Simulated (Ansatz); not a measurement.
# LuNi2B2C: the cost of one run

Method: DFT PBEsol, scalar-relativistic, plane waves, PAW, in Ansatz 0.2.0.

1 further run of the same task is left out (set aside as unsound or not needed).

### 1 The starting structure

Symmetry: I4/mmm, No. 139, tetragonal system. The conventional cell has a = 3.469 Å, b = 3.469 Å, c = 10.570 Å, α = 90.00°, β = 90.00°, γ = 90.00°. Lu (site symmetry 4/mmm) is surrounded by 4 C at 2.45 Å. Ni (site symmetry -4m2) has 4 B at 2.08 Å as nearest neighbours. B (site symmetry 4mm) is surrounded by 1 C at 1.49 Å and 4 Ni at 2.08 Å. C (site symmetry 4/mmm) is surrounded by 2 B at 1.49 Å.

As a file:

```cif
data_structure
_symmetry_space_group_name_H-M 'I4/mmm'
_symmetry_Int_Tables_number 139
_cell_length_a 3.4687
_cell_length_b 3.4687
_cell_length_c 10.5705
_cell_angle_alpha 90.000
_cell_angle_beta 90.000
_cell_angle_gamma 90.000
_cell_volume 127.18
loop_
_atom_site_label
_atom_site_type_symbol
_atom_site_symmetry_multiplicity
_atom_site_Wyckoff_symbol
_atom_site_fract_x
_atom_site_fract_y
_atom_site_fract_z
_atom_site_occupancy
Lu1 Lu 2 a 0.00000 0.00000 0.00000 1
Ni1 Ni 4 d 0.00000 0.50000 0.25000 1
B1 B 4 e 0.00000 0.00000 0.35893 1
C1 C 2 b 0.50000 0.50000 0.00000 1
```

It goes back to an entry of the Materials Project, which need not be the stable form.

This cell was relaxed beforehand with the same method: volume 10.60 Å³/atom, gap on the mesh none (metal).

### 2 The cell under PBEsol

Input file input.yaml:

```yaml
crystal:
  lattice:
    - [-1.7343281098, 1.7343281098, 5.2852482952]
    - [1.7343281098, -1.7343281098, 5.2852482952]
    - [1.7343281098, 1.7343281098, -5.2852482952]
  atoms:
    - { symbol: Lu, position: [0.0, 0.0, 0.0] }
    - { symbol: Ni, position: [0.75, 0.25, 0.5] }
    - { symbol: Ni, position: [0.25, 0.75, 0.5] }
    - { symbol: B, position: [0.3589329867, 0.3589329867, 0.0] }
    - { symbol: B, position: [0.6410670133, 0.6410670133, 0.0] }
    - { symbol: C, position: [0.5, 0.5, 0.0] }
basis:
  ecutwfc: 420
kpoints:
  mp_grid: { grid: [14, 14, 14] }
hamiltonian:
  xc: pbesol
scf:
  occupations: { method: gaussian, width: 0.1 }
output:
  forces: true
  stress: true
  eigenvalues: true
  write_density: true
  write_potential: true
  elf: true
  volumetric_format: npy
relax:
  adjacent_minimum: "off"
  f_tol: 0.005
  max_steps: 50
  cell: { stress_tol: 0.05 }
```

The run is started by

```console
$ ansatz run input.yaml --threads 2 --pin off --max-ram 5120MiB --backend cpu --events-out ev --progress --plain --runs-dir out
```

Q: Estimate wall time and peak memory on 2 threads of Arm Neoverse V1, shared host.

About 3.3 min, with a peak of 0.81 GiB.
